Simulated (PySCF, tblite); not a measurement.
# C₂H₈GeOSi, a small gas-phase stand-in for a defect centre: NMR shifts, core binding energies and electronic excitations, part 2 of 2

tblite 0.8.0 and PySCF 2.14.0. Atoms count from 0, parts from 1. The steps go on from the part before.

## (5) Core holes by ΔSCF: SCAN, X2C

What the job is given:

```
{"job": {"kind": "xps", "holes": 5}, "charge": 0, "multiplicity": 1}
Ge     0.372489    -1.409305    -1.430242
C     -0.742101    -1.099669     0.216071
Si    -1.870216     0.401273     0.120732
O      1.743456    -0.304143    -1.137484
C      2.065592     0.545612    -0.078290
H     -0.125036    -1.031512     1.129042
H     -1.384455    -1.993444     0.310289
H     -2.568042     0.440198    -1.204645
H     -2.919525     0.389918     1.187628
H     -1.079089     1.664053     0.251374
H      2.983407     0.194156     0.424918
H      2.265451     1.560221    -0.463109
H      1.267891     0.625171     0.680910
```

Level: delta-SCF UKS SCAN, pcX-2 on the ionised atom, pcseg-1 elsewhere, spin-free X2C.

What it wrote:

```text
ground state, core basis on atom 1 (C), 158 functions
  cycle   1  E = -2540.08962238  |g| = 7.62e-01
  cycle   2  E = -2538.97962693  |g| = 2.18e+00
  cycle   3  E = -2540.17968561  |g| = 4.02e-01
  cycle   4  E = -2540.21823177  |g| = 1.39e-01
  cycle   5  E = -2540.22335600  |g| = 2.97e-02
  cycle   6  E = -2540.22365199  |g| = 9.34e-03
  cycle   7  E = -2540.22367721  |g| = 2.38e-03
  cycle   8  E = -2540.22367965  |g| = 7.51e-04
  cycle   9  E = -2540.22367716  |g| = 1.75e-04
  E(ground) = -2540.39483644 Eh
hole in C 1s of atom 1
  cycle   1  E = -2528.98815407  |g| = 1.52e+00
  cycle   2  E = -2528.00215402  |g| = 1.98e+00
  cycle   3  E = -2529.46399990  |g| = 5.10e-01
  cycle   4  E = -2529.32030082  |g| = 7.66e-01
  cycle   5  E = -2529.57993840  |g| = 8.99e-02
  cycle   6  E = -2529.58381456  |g| = 2.06e-02
  cycle   7  E = -2529.58404595  |g| = 7.56e-03
  cycle   8  E = -2529.58407657  |g| = 2.57e-03
  cycle   9  E = -2529.58408101  |g| = 9.14e-04
  cycle  10  E = -2529.58408018  |g| = 3.65e-04
  E(ion) = -2529.75382877 Eh   <S^2> = 0.7695   hole on atom = 1.000   binding energy = 289.557 eV
ground state, core basis on atom 2 (Si), 169 functions
  cycle   1  E = -2540.31664331  |g| = 2.87e-01
  cycle   2  E = -2540.31668486  |g| = 3.66e-02
  cycle   3  E = -2540.31650615  |g| = 3.75e-02
  cycle   4  E = -2540.31671007  |g| = 2.15e-02
  cycle   5  E = -2540.31680980  |g| = 3.89e-03
  cycle   6  E = -2540.31681313  |g| = 5.47e-04
  cycle   7  E = -2540.31681172  |g| = 8.18e-05
  E(ground) = -2540.44572814 Eh
hole in Si 2p of atom 2
  cycle   1  E = -2536.05223459  |g| = 1.23e+00
  cycle   2  E = -2535.74610965  |g| = 1.19e+00
  cycle   3  E = -2536.29993749  |g| = 3.55e-01
  cycle   4  E = -2536.35384574  |g| = 2.50e-01
  cycle   5  E = -2536.37149241  |g| = 1.31e-01
  cycle   6  E = -2536.38012282  |g| = 2.09e-02
  cycle   7  E = -2536.38034925  |g| = 8.87e-03
  cycle   8  E = -2536.38039333  |g| = 2.59e-03
  cycle   9  E = -2536.38039405  |g| = 5.66e-04
  cycle  10  E = -2536.38039508  |g| = 2.39e-04
  E(ion) = -2536.52035696 Eh   <S^2> = 0.7521   hole on atom = 1.003   binding energy = 106.815 eV
  2p3/2 = 106.601 eV   2p1/2 = 107.225 eV
ground state, core basis on atom 3 (O), 158 functions
  cycle   1  E = -2540.25347784  |g| = 1.10e-01
  cycle   2  E = -2540.24879352  |g| = 1.66e-01
  cycle   3  E = -2540.25333900  |g| = 6.92e-02
  cycle   4  E = -2540.25427906  |g| = 7.73e-03
  cycle   5  E = -2540.25430065  |g| = 1.99e-03
  cycle   6  E = -2540.25429966  |g| = 5.30e-04
  cycle   7  E = -2540.25430067  |g| = 1.53e-04
  E(ground) = -2540.42255606 Eh
hole in O 1s of atom 3
  cycle   1  E = -2519.64675461  |g| = 2.24e+00
  cycle   2  E = -2518.96749938  |g| = 2.33e+00
  cycle   3  E = -2520.41961490  |g| = 4.66e-01
  cycle   4  E = -2520.45007171  |g| = 2.80e-01
  cycle   5  E = -2520.49693927  |g| = 8.92e-02
  cycle   6  E = -2520.50150595  |g| = 1.26e-02
  cycle   7  E = -2520.50159295  |g| = 3.50e-03
  cycle   8  E = -2520.50160140  |g| = 1.24e-03
  cycle   9  E = -2520.50160137  |g| = 4.16e-04
  E(ion) = -2520.67139952 Eh   <S^2> = 0.7641   hole on atom = 1.000   binding energy = 537.456 eV
ground state, core basis on atom 4 (C), 158 functions
  cycle   1  E = -2540.22178897  |g| = 1.11e-01
  cycle   2  E = -2540.21204500  |g| = 2.36e-01
  cycle   3  E = -2540.22345449  |g| = 2.38e-02
  cycle   4  E = -2540.22356265  |g| = 8.83e-03
  cycle   5  E = -2540.22358813  |g| = 1.92e-03
  cycle   6  E = -2540.22358736  |g| = 2.75e-04
  E(ground) = -2540.39366736 Eh
hole in C 1s of atom 4
  cycle   1  E = -2528.93148347  |g| = 1.50e+00
  cycle   2  E = -2526.82116731  |g| = 2.39e+00
  cycle   3  E = -2528.75532369  |g| = 1.22e+00
  cycle   4  E = -2529.38723196  |g| = 5.24e-01
  cycle   5  E = -2529.48237457  |g| = 1.44e-01
  cycle   6  E = -2529.48992461  |g| = 4.28e-02
  cycle   7  E = -2529.49092849  |g| = 1.51e-02
  cycle   8  E = -2529.49103745  |g| = 7.13e-03
  cycle   9  E = -2529.49107689  |g| = 2.35e-03
  cycle  10  E = -2529.49108363  |g| = 1.10e-03
  cycle  11  E = -2529.49108593  |g| = 2.53e-04
  E(ion) = -2529.66107412 Eh   <S^2> = 0.7739   hole on atom = 1.000   binding energy = 292.049 eV
```

Run time: 27 s. Hardware: 1 thread of Arm Neoverse V2, shared host; peak memory 0.6 GiB.

The holes in one table. −ε is the ground-state orbital energy:

| hole | stands for | environment | ΔSCF (eV; 2p as the shell's mean) | −ε (eV) | ⟨S²⟩ |
| --- | --- | --- | --- | --- | --- |
| C1s on C1 | C1 | carbon bonded to Ge, Si, 2 H | 289.56 | 273.4 | 0.770 |
| Si2p on Si2 | Si2 | silicon bonded to C, 3 H | 106.81 | 96.1 | 0.752 |
| O1s on O3 | O3 | oxygen bonded to C, Ge | 537.46 | 516.7 | 0.764 |
| C1s on C4 | C4 | carbon bonded to O, 3 H | 292.05 | 274.9 | 0.774 |

With the spin-orbit splitting: Si2 2p3/2 106.60, 2p1/2 107.22 eV. The table gives each 2p level as the mean over the whole 2p shell (two parts 2p3/2, one part 2p1/2), which differs a little from the single hole in the log.

## (6) Excited states and response: CAM-B3LYP/def2-SVPD

Same as in step 5 but for these lines:

```diff
@@ -1,2 +1,2 @@
-{"job": {"kind": "xps", "holes": 5}, "charge": 0, "multiplicity": 1}
+{"job": {"kind": "uv", "xc": "CAM-B3LYP", "basis": "def2-SVPD", "nstates": 6, "ntriplets": 2, "ip": true}, "charge": 0, "multiplicity": 1}
 Ge     0.372489    -1.409305    -1.430242
```

Method: TDDFT CAM-B3LYP/def2-SVPD, vertical, gas phase, core orbitals frozen in the response.

What it wrote:

```text
coarse grid: 49144 points
cycle   1  E = -2522.2152822925  dE = -4.853e-01  |g| = 7.843e-01  |ddm| = 4.208e+00
cycle   2  E = -2522.0219832561  dE =  1.933e-01  |g| = 1.283e+00  |ddm| = 1.895e+00
cycle   3  E = -2522.3280074488  dE = -3.060e-01  |g| = 1.423e-01  |ddm| = 1.098e+00
cycle   4  E = -2522.3317154385  dE = -3.708e-03  |g| = 5.199e-02  |ddm| = 1.839e-01
cycle   5  E = -2522.3322910317  dE = -5.756e-04  |g| = 7.792e-03  |ddm| = 6.998e-02
cycle   6  E = -2522.3323088367  dE = -1.781e-05  |g| = 2.560e-03  |ddm| = 1.521e-02
cycle   7  E = -2522.3323109403  dE = -2.104e-06  |g| = 6.146e-04  |ddm| = 5.553e-03
final grid: 101568 points
cycle   8  E = -2522.3322814981  dE = -1.988e-07  |g| = 5.192e-04  |ddm| = 4.321e-03
cycle   9  E = -2522.3322815017  dE = -3.588e-09  |g| = 5.757e-04  |ddm| = 1.238e-03
cycle  10  E = -2522.3322815583  dE = -5.654e-08  |g| = 9.107e-05  |ddm| = 5.712e-04
cycle  11  E = -2522.3322815603  dE = -2.035e-09  |g| = 3.880e-05  |ddm| = 1.195e-04
cycle  12  E = -2522.3322815609  dE = -5.884e-10  |g| = 9.890e-06  |ddm| = 1.254e-04
converged SCF energy = -2522.3322815609

Static polarisability (au): isotropic 89.996, principal 76.037 91.280 102.670

Singlet excitations
state   eV       nm        f      main configurations
  1   3.4682    357.5   0.01797   H->L 0.98
  2   5.2049    238.2   0.00895   H-2->L 0.67, H-1->L 0.29
  3   5.7947    214.0   0.04354   H-1->L 0.61, H-2->L 0.27
  4   6.0572    204.7   0.15052   H->L+1 0.51, H->L+2 0.34
  5   6.3903    194.0   0.00613   H->L+2 0.46, H->L+1 0.40
  6   6.7999    182.3   0.02755   H-3->L 0.67, H->L+4 0.16, H-5->L 0.09

Triplet excitations (Tamm-Dancoff, eV): 2.4107 4.7316
Vertical ionisation energy (delta-SCF) = 8.7537 eV
Vertical electron affinity (delta-SCF) = 0.2844 eV
```

It took 64 s on 1 thread of Arm Neoverse V2, shared host; peak memory 1 GiB.

The orbitals next to the gap, with their largest atomic shares:

| orbital | eV | atoms |
| --- | --- | --- |
| HOMO−3 | -10.82 | Si2 32 %, C1 24 %, H7 20 % |
| HOMO−2 | -9.80 | O3 53 %, C4 15 %, Ge0 10 % |
| HOMO−1 | -9.78 | O3 55 %, C4 15 %, Ge0 9 % |
| HOMO | -7.96 | Ge0 53 %, C1 26 %, O3 10 % |
| LUMO | -0.98 | Ge0 61 %, O3 17 %, C1 11 % |
| LUMO+1 | 0.97 | Si2 22 %, Ge0 20 %, C1 12 % |
| LUMO+2 | 1.35 | Ge0 40 %, O3 15 %, Si2 13 % |

With each of the 6 states as a Gaussian band of 0.4 eV half-width at 1/e, the curve within the window shown has maxima at 358 nm (ε 730), 206 nm (ε 7,500) L/(mol cm). Beyond the last state computed it falls off for lack of states. The curve at chosen wavelengths:

nm, ε (L/mol/cm) and a bar:
```
      175        653 ###
      185       1610 ######
      196       4543 ##################
      206       7457 ##############################
      216       5196 #####################
      226       2067 ########
      237        710 ###
      247        350 #
      257        157 #
      268         47 
      278         13 
      288         11 
      298         35 
      309        111 
      319        238 #
      329        407 ##
      339        576 ##
      350        700 ###
      360        726 ###
      370        671 ###
      381        551 ##
      391        424 ##
      401        304 #
      411        207 #
      422        128 
      432         79
```

Ground-state properties from the same run:

| property | computed |
| --- | --- |
| dipole moment (D) | 1.54 |
| polarisability (Å³) | 13.34 |
| HOMO–LUMO gap (eV) | 6.99 |
| −ε(HOMO) (eV) | 7.96 |

## (7) Results

What follows sums up all 2 parts.

| quantity | value |
| --- | --- |
| point group | C1 |
| rotational constants (main isotopes) | 3.21, 1.63, 1.19 GHz |
| ¹³C shifts against TMS (PBE0/pcSseg-1) | 57.7, 25.9 ppm |
| ¹H shifts against TMS (PBE0/pcSseg-1) | 4.68, 4.20, 4.09, 4.03, 3.88, 3.85, 1.55, 1.03 ppm |
| ⁷³Ge shifts against GeMe4 (PBE0/pcSseg-1) | 752 ppm |
| ²⁹Si shifts against TMS (PBE0/pcSseg-1) | -88.7 ppm |
| ¹⁷O shifts against H2O (PBE0/pcSseg-1) | 261.2 ppm |
| potential on the surface of density 0.002 e/bohr³, 1st and 99th percentile | -1.31 V and 1.48 V |
| C1s binding energies, SCAN/pcX-2 | C4 292.05, C1 289.56 eV |
| Si2p binding energies, SCAN/pcX-2 | Si2 106.81 eV |
| O1s binding energies, SCAN/pcX-2 | O3 537.46 eV |
| lowest singlet (CAM-B3LYP/def2-SVPD) | 3.47 eV (357 nm), f = 0.018 |
| brightest single state of those computed | state 4, 6.06 eV, f = 0.151 |
| lowest triplet | 2.41 eV |
| vertical ionisation energy (ΔSCF) | 8.75 eV |
| vertical electron affinity (ΔSCF) | 0.28 eV |

In words: The start of the PBE0/def2-SVP relaxation was shaken at random by about 0.01 Å, so part of the energy gained, and of the first lengths quoted, undoes that. Relaxing lowered the energy by 0.123 eV in 11 steps; the close pair that moved most is Si2–H7, from 1.439 to 1.498 Å (PBE0/def2-SVP). Hydrogens of an XH3 group are listed apart at this fixed geometry; free rotation makes them one line at their mean. At PBE0/pcSseg-1: The largest span, 1832 ppm, is at Ge0, where the paramagnetic term is -2175 ppm. At PBE0/pcSseg-1, counted by nearest atom on the grid, the HOMO lies on Ge0 56 %; C1 24 %, the LUMO on Ge0 71 %; O3 12 %. At SCAN/pcX-2: The C1s levels kept as sound span 2.49 eV, from C1 (carbon bonded to Ge, Si, 2 H) up to C4 (carbon bonded to O, 3 H). The lowest singlet, at 3.47 eV, is HOMO→LUMO 0.98 and is weak; of the 6 states computed, the strongest absorption comes from state 4 at 6.06 eV. The lowest triplet lies 1.06 eV below the lowest singlet (triplets in Tamm-Dancoff, singlets in full TDDFT). ΔSCF puts the ionisation energy at 8.75 eV, 0.79 eV above −ε(HOMO). Spin-orbit coupling is left out, which matters for shieldings and couplings at and beside the heavy atoms. A capped cluster stands for the solid here, so long-range fields and strain are missing, and bands or shifts of the capping hydrogens have no counterpart in it.
